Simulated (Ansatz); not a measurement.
# ZnS: the cost of one run

Computed with Ansatz 0.2.0 (DFT LDA, frozen-core PAW, scalar-relativistic unless said, unless a step's input says otherwise).

The COD entry's cell or inner coordinates are ideal or old and differ from later refinements, so a difference from it is no clean test against experiment.

1 further run of the same task is left out (it didn't finish).

## (1) The system as given

Symmetry: F-43m, No. 216, cubic system. Conventional cell: a = 5.404 Å, b = 5.404 Å, c = 5.404 Å, α = 90.00°, β = 90.00°, γ = 90.00°. Zn (site symmetry -43m) has 4 S at 2.34 Å as nearest neighbours. Around S (site symmetry -43m) lie 4 Zn at 2.34 Å.

Structure file:

```cif
data_structure
_symmetry_space_group_name_H-M 'F-43m'
_symmetry_Int_Tables_number 216
_cell_length_a 5.4040
_cell_length_b 5.4040
_cell_length_c 5.4040
_cell_angle_alpha 90.000
_cell_angle_beta 90.000
_cell_angle_gamma 90.000
_cell_volume 157.81
loop_
_atom_site_label
_atom_site_type_symbol
_atom_site_symmetry_multiplicity
_atom_site_Wyckoff_symbol
_atom_site_fract_x
_atom_site_fract_y
_atom_site_fract_z
_atom_site_occupancy
Zn1 Zn 4 c 0.25000 0.25000 0.25000 1
S1 S 4 a 0.00000 0.00000 0.00000 1
```

Cartesian axes are those of the input's lattice vectors. The structure goes back to a database entry.

## (2) Cell and atoms relaxed, PAW

input.yaml

```yaml
crystal:
  lattice:
    - [0.0, 2.702, 2.702]
    - [2.702, 0.0, 2.702]
    - [2.702, 2.702, 0.0]
  atoms:
    - { symbol: Zn, position: [0.75, 0.75, 0.75] }
    - { symbol: S, position: [0.0, 0.0, 0.0] }
kpoints:
  mp_grid: { grid: [10, 10, 10] }
scf:
  occupations: { method: fermi_dirac, width: 0.1 }
hamiltonian:
  xc: lda
  pseudopotentials: { kind: paw }
relax:
  f_tol: 0.002
  max_steps: 80
  cell: {}
output:
  forces: true
  stress: true
```

Launch:

```
> ansatz run input.yaml --threads 1 --pin off --max-ram 3072MiB --backend cpu --events-out ev --progress --plain --runs-dir out
```

What time and memory should one allow on 1 thread of Intel Xeon 6975P-C (Granite Rapids), shared host?

About 7.8 s, with a peak of 0.37 GiB.
